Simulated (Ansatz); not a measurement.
Runs of Ansatz 0.2.0 on HPbNO4. It takes space group P2_1 (No. 4, monoclinic). The conventional cell has a = 6.435 Å, b = 4.111 Å, c = 8.338 Å, α = 90.00°, β = 112.11°, γ = 90.00°. Around H (site symmetry 1) lie 1 O at 0.99 Å. Around Pb (site symmetry 1) lie 4 O at 2.40 to 2.69 Å. N (site symmetry 1) has 3 O at 1.25 to 1.29 Å as nearest neighbours. O (site symmetry 1) has 1 H at 0.99 Å as nearest neighbours. O (site symmetry 1) has 1 N at 1.25 Å as nearest neighbours. Around O (site symmetry 1) lie 1 N at 1.26 Å. Around O (site symmetry 1) lie 1 N at 1.29 Å. The cell was built by a generator and needn't be a form met in nature.

```csv
task,level,cell,k mesh,cutoff (eV),points for each segment of the path,mesh quality,gap on the mesh (eV),pressure (GPa),largest force (eV/Å)
relaxation of cell and atoms,r2SCAN+rVV10,relaxed,4 × 5 × 3,500,-,not flagged,3.54,0.0,-
atomic charges,PBE,as given,5 × 7 × 4,420,-,not flagged,3.30,0.0,0.01
electron localisation function,PBE,as given,5 × 7 × 4,420,-,not flagged,3.30,0.0,0.01
projected density of states,PBE,as given,5 × 7 × 4,420,-,not flagged,3.30,0.0,0.01
electric field gradients,PBE,as given,5 × 7 × 4,420,-,not flagged,3.30,0.0,0.01
band structure,PBE,as given,5 × 7 × 4,420,10,not flagged,3.30,0.0,0.01
single point,r2SCAN0,as given,2 × 3 × 2,500,-,coarse,5.80,(a),1.90
single point,PBE,"atoms moved at random, drawn with an rms of 0.05 Å",5 × 7 × 4,420,-,not flagged,3.20,1.4,4.28
single point,PBE,as given,5 × 7 × 4,420,-,not flagged,3.30,0.0,0.01
```

Alike in all rows: potentials or basis Ansatz PAW; no spin polarisation; smearing fermi-dirac 0.05 eV.

Task: Fill in the values left out.

Result: (a) -6.4.

Caveats: some runs use coarse meshes; spin-orbit coupling is left out, which as a rule narrows the gap of such compounds by several tenths of an eV; odd divisions of the mesh miss points on the zone boundary, where band edges often lie, so the gap on the mesh can be too wide (some runs); the PAW data sets come from PBE, with cores solved anew for the run's functional, which leaves a small shift of forces and pressure (some runs); the plane-wave basis is chosen anew once the cell has moved, so the energies of steps on either side of that aren't comparable (some runs); the density of states is complete only up to the lowest level of the last band computed (some runs); forces of over 1 eV/Å show positions far from the minimum, so gaps and moduli don't describe the material at rest (some runs); the thresholds are loose for stress (some runs).

A k mesh can miss the band edges, and the runs leave out spin-orbit coupling on Pb.
